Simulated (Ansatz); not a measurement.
# C2H8GeN2: how energies converge with the basis set

The task here is to estimate one member of a computed series from the others.

Program: Ansatz 0.2.0, Gaussian basis. Level of theory: one geometry, several basis sets. These are calculated values, not measurements.

Levels to be run: PBE0-D4/def2-SVP; ωB97M-V/def2-SVP; PBE0-D4/def2-QZVPP; ωB97M-V/def2-QZVPP; the functionals' def2-TZVPP values are taken from earlier runs.

## Structure used throughout

All runs share one geometry, relaxed beforehand with PBE0-D4 in a triple-zeta def2 set.

SMILES `C[N](C)[Ge][NH2]`, 13 atoms, charge 0, spin multiplicity 1.

Atoms are counted from 1 here; the program's logs count them from 0.

Bond lengths: C1–N2 1.436 Å, C1–H6 1.090 Å, C1–H7 1.100 Å, C1–H8 1.099 Å, N2–C3 1.441 Å, N2–Ge4 1.839 Å, C3–H9 1.099 Å, C3–H10 1.099 Å, C3–H11 1.094 Å, Ge4–N5 1.830 Å, N5–H12 1.007 Å, N5–H13 1.007 Å. Angles: N2–C1–H6 111.5°, N2–C1–H7 112.1°, N2–C1–H8 110.8°, H6–C1–H7 108.1°, H6–C1–H8 107.0°, H7–C1–H8 107.2°, C1–N2–C3 112.9°, C1–N2–Ge4 129.2°, C3–N2–Ge4 117.9°, N2–C3–H9 111.9°, N2–C3–H10 111.5°, N2–C3–H11 110.3°, H9–C3–H10 107.3°, H9–C3–H11 107.7°, H10–C3–H11 107.9°, N2–Ge4–N5 100.0°, Ge4–N5–H12 128.7°, Ge4–N5–H13 119.1° and more.

Set-up of the first run:

The input, in.yaml:

```yaml
crystal:
  periodic: [false, false, false]
  atoms:
    - {symbol: C, position_ang: [-0.095842, 1.061017, 0.532718]}
    - {symbol: N, position_ang: [0.401019, -0.194115, 0.042073]}
    - {symbol: C, position_ang: [1.678951, -0.550401, 0.604241]}
    - {symbol: Ge, position_ang: [-0.383028, -1.375992, -1.127827]}
    - {symbol: N, position_ang: [-1.992348, -0.544626, -1.387790]}
    - {symbol: H, position_ang: [-0.970421, 1.390869, -0.028484]}
    - {symbol: H, position_ang: [-0.371810, 1.010361, 1.595917]}
    - {symbol: H, position_ang: [0.665423, 1.846961, 0.432648]}
    - {symbol: H, position_ang: [1.629858, -0.656618, 1.697346]}
    - {symbol: H, position_ang: [2.442745, 0.208288, 0.382894]}
    - {symbol: H, position_ang: [2.022094, -1.503692, 0.192709]}
    - {symbol: H, position_ang: [-2.366564, 0.263502, -0.917294]}
    - {symbol: H, position_ang: [-2.660078, -0.955555, -2.019160]}
basis:
  gaussian: {orbitals: def2-SVP}
hamiltonian: {xc: pbe0, dispersion: d4}
output: {orbitals: {seedname: orbitals}}
```

Launch:

```bash
> ansatz run in.yaml --threads 4 --pin off --events-out ev --progress --plain --max-ram 11315MiB
```

Among the steps run: PBE0-D4 in def2-SVP; ωB97M-V in def2-SVP; PBE0-D4 in def2-QZVPP; ωB97M-V in def2-QZVPP.

One of the session's tables, all rows but one given; the rest of the session is left out.

It belongs to the step «Functionals by basis». 

```
functional       basis  HOMO (eV)
   PBE0-D4    def2-SVP      -6.11
   PBE0-D4  def2-TZVPP      -6.25
   PBE0-D4  def2-QZVPP      -6.29
   ωB97M-V    def2-SVP          ?
   ωB97M-V  def2-TZVPP      -8.48
   ωB97M-V  def2-QZVPP      -8.53
```

**Question.** Estimate the row for ωB97M-V, def2-SVP.

As computed: HOMO (eV): -8.34. In the column «HOMO (eV)» it lies between ωB97M-V, def2-TZVPP (-8.48) and PBE0-D4, def2-QZVPP (-6.29).
